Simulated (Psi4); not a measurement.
# InHBr (SMILES [Br][InH]) at U-wB97M-V/def2-SVPD (core potential)

What is the vertical ionisation energy of InHBr at U-wB97M-V/def2-SVPD (core potential)? 

The calculation is run with Psi4 1.11.

### Step 1. Starting point

InHBr has 3 atoms, charge 0, and is taken as a doublet. SMILES: `[Br][InH]`. The shape is that of a PBE0-D4/def2-TZVP optimisation.

Bond lengths: Br1–In2 2.511 Å, In2–H3 1.772 Å. Angles: Br1–In2–H3 115.9°.

### Step 2. The energy at U-wB97M-V/def2-SVPD (core potential)

Contents of brhin.py:

```python
import psi4

psi4.set_memory(1600000000)
psi4.set_num_threads(1)
psi4.set_output_file('brhin.out', False)

m = psi4.geometry("""
0 2
Br     1.752400    -0.309300     0.917000
In    -0.424600    -0.617800    -0.295300
H     -1.338700     0.862200    -0.635000
symmetry c1
""")

psi4.set_options({
    'basis': 'def2-SVPD',
    'reference': 'uks',
    'puream': True,
    'e_convergence': 1e-09,
    'd_convergence': 1e-08,
    'scf_type': 'pk',
    'dft_radial_points': 99,
    'dft_spherical_points': 590,
    'maxiter': 200,
})

e, wfn = psi4.energy('WB97M-V', molecule=m, return_wfn=True)
print(f'WB97M-V energy: {e:.10f} Eh')
for k, v in sorted(psi4.core.scalar_variables().items()):
    print(f'{k:45s} {v:18.10f}')
```

The run is started by

```bash
$ python brhin.py
```

brhin.out:

```text
[...]
    !!!  WARNING: ECP capability is in beta. Please check occupations closely.  !!!
[...]
  Running in c1 symmetry.
[...]
  Nuclear repulsion =  166.249835763362228
[...]
  Multiplicity = 2
[...]
  Nalpha       = 29
  Nbeta        = 28
[...]
    Number of basis functions: 81
[...]
   @UKS iter   1: -2764.05530846806823   -2.13602e+00   1.65061e-02 ADIIS/DIIS
[...]
   @UKS iter  14: -2764.39655704683128   -5.91172e-12   3.10279e-09 DIIS
[...]
   @S^2 Observed:                7.563844475E-01
[...]
    Orbital Energies [Eh]
    ---------------------
    Alpha Occupied:
       1A   -483.430278     2A    -62.762549     3A    -56.466904
       4A    -56.465232     5A    -56.465071     6A     -8.869312
       7A     -6.655322     8A     -6.649154     9A     -6.648463
      10A     -4.851869    11A     -3.249428    12A     -3.243766
      13A     -3.240771    14A     -2.737016    15A     -2.735435
      16A     -2.734897    17A     -2.730153    18A     -2.730138
      19A     -0.921101    20A     -0.911116    21A     -0.909878
      22A     -0.907258    23A     -0.905135    24A     -0.853525
      25A     -0.532082    26A     -0.421994    27A     -0.385219
      28A     -0.383995    29A     -0.302794
    Alpha Virtual:
[...]
  @UKS Final Energy: -2764.39655704683128
   => Energetics <=
    Nuclear Repulsion Energy =            166.2498357633622277
    One-Electron Energy =               -4249.6269692571841006
    Two-Electron Energy =                1403.5323110842984988
    DFT Exchange-Correlation Energy =     -84.7828080077635917
    Empirical Dispersion Energy =           0.0000000000000000
    VV10 Nonlocal Energy =                  0.2310733704555275
    Total Energy =                      -2764.3965570468317310
[...]
 Multipole Moments:
 ------------------------------------------------------------------------------------
     Multipole            Electronic (a.u.)      Nuclear  (a.u.)        Total (a.u.)
 ------------------------------------------------------------------------------------
 L = 1.  Multiply by 2.5417464519 to convert [e a0] to [Debye]
 Dipole X            :        -55.8941164           54.7982429           -1.0958735
 Dipole Y            :         -9.2309170            8.9543509           -0.2765661
 Dipole Z            :          0.0000000            0.0000000            0.0000000
 Magnitude           :                                                    1.1302334
[...]
```

Standard output:

```text
WB97M-V energy: -2764.3965570468 Eh
CURRENT ENERGY                                  -2764.3965570468
CURRENT REFERENCE ENERGY                        -2764.3965570468
DD SOLVATION ENERGY                                 0.0000000000
DFT FUNCTIONAL TOTAL ENERGY                     -2764.3965570468
DFT TOTAL ENERGY                                -2764.3965570468
DFT VV10 ENERGY                                     0.2310733705
DFT XC ENERGY                                     -84.7828080078
GRID ELECTRONS ALPHA                               29.0000005031
GRID ELECTRONS BETA                                28.0000005136
GRID ELECTRONS TOTAL                               57.0000010168
NUCLEAR REPULSION ENERGY                          166.2498357634
ONE-ELECTRON ENERGY                             -4249.6269692572
PCM POLARIZATION ENERGY                             0.0000000000
PE ENERGY                                           0.0000000000
SCF ITERATION ENERGY                            -2764.3965570468
SCF ITERATIONS                                     14.0000000000
SCF TOTAL ENERGY                                -2764.3965570468
TWO-ELECTRON ENERGY                              1403.5323110843
XC GRID RADIAL POINTS                              99.0000000000
XC GRID SPHERICAL POINTS                          590.0000000000
XC GRID TOTAL POINTS                           168432.0000000000
```

Wall time 44 s (1 thread of AMD EPYC 7R43 (Zen 3), shared host); peak memory 1.1 GiB.

### Step 3. The singlet cation, same level

Contents of brhin.in:

```
memory 1600 MB

molecule {
  1 1
  Br     3.31155606    -0.58449229     1.73287886
  In    -0.80237771    -1.16747280    -0.55803612
  H     -2.52977636     1.62932186    -1.19997609
  units bohr
  symmetry c1
  no_reorient
  no_com
}

set basis def2-SVPD
set puream true
set e_convergence 1e-09
set d_convergence 1e-08
set scf_type pk
set dft_radial_points 99
set dft_spherical_points 590

E, wfn = energy("wb97m-v", return_wfn=True)
```

The run is started by

```bash
$ psi4 -n 1 brhin.in brhin.out
```

brhin.out:

```text
[...]
    !!!  WARNING: ECP capability is in beta. Please check occupations closely.  !!!
[...]
  Running in c1 symmetry.
[...]
  Nuclear repulsion =  166.249835949607160
[...]
  Multiplicity = 1
[...]
  Nalpha       = 28
  Nbeta        = 28
[...]
    Number of basis functions: 81
[...]
   @RKS iter   1: -2763.77094889244108   -1.83371e+00   1.61544e-02 ADIIS/DIIS
[...]
   @RKS iter  13: -2764.08871072618240   -1.13687e-11   5.51105e-09 DIIS
[...]
    Orbital Energies [Eh]
    ---------------------
    Doubly Occupied:
       1A   -483.653245     2A    -62.984777     3A    -56.689880
       4A    -56.686901     5A    -56.686881     6A     -9.090862
       7A     -6.879931     8A     -6.868569     9A     -6.868563
      10A     -5.117233    11A     -3.513324    12A     -3.512407
      13A     -3.504399    14A     -2.960724    15A     -2.957711
      16A     -2.957664    17A     -2.948883    18A     -2.948883
      19A     -1.177479    20A     -1.174968    21A     -1.174602
      22A     -1.169555    23A     -1.168223    24A     -1.068707
      25A     -0.744759    26A     -0.623084    27A     -0.586815
      28A     -0.585087
[...]
  @RKS Final Energy: -2764.08871072618240
   => Energetics <=
    Nuclear Repulsion Energy =            166.2498359496071600
    One-Electron Energy =               -4236.2641343551276805
    Two-Electron Energy =                1390.3546950550110068
    DFT Exchange-Correlation Energy =     -84.6579677208769539
    Empirical Dispersion Energy =           0.0000000000000000
    VV10 Nonlocal Energy =                  0.2288603452041630
    Total Energy =                      -2764.0887107261819438
[...]
 Multipole Moments:
 ------------------------------------------------------------------------------------
     Multipole            Electronic (a.u.)      Nuclear  (a.u.)        Total (a.u.)
 ------------------------------------------------------------------------------------
 L = 1.  Multiply by 2.5417464519 to convert [e a0] to [Debye]
 Dipole X            :        -97.5187268           96.5247538           -0.9939730
 Dipole Y            :         41.9073765          -43.3448371           -1.4374606
 Dipole Z            :        -48.4223026           47.7320255           -0.6902771
 Magnitude           :                                                    1.8790311
[...]
```

It took 33 s on 1 thread of AMD EPYC 7R43 (Zen 3), shared host; peak memory 1.1 GiB.

### Step 4. Summary of results

Level: U-wB97M-V/def2-SVPD (core potential).

| quantity | value |
| --- | --- |
| doublet InHBr: total energy | -2764.39656 Eh |
| doublet InHBr: dipole moment | 2.87 D |
| doublet InHBr: HOMO energy (highest over α and β) | -8.24 eV |
| doublet InHBr: LUMO energy (lowest over α and β) | -1.91 eV |
| doublet InHBr: ⟨S²⟩ | 0.756 |
| singlet cation: total energy | -2764.08871 Eh |
| singlet cation: HOMO energy | -15.92 eV |
| singlet cation: LUMO energy | -8.54 eV |
| singlet cation: HOMO–LUMO gap | 7.38 eV |
| vertical ionisation energy (to the singlet cation) | 8.377 eV |

The vertical ionisation energy comes to 8.38 eV (808 kJ/mol). Only the singlet of the ionised species was computed; a triplet could lie lower.
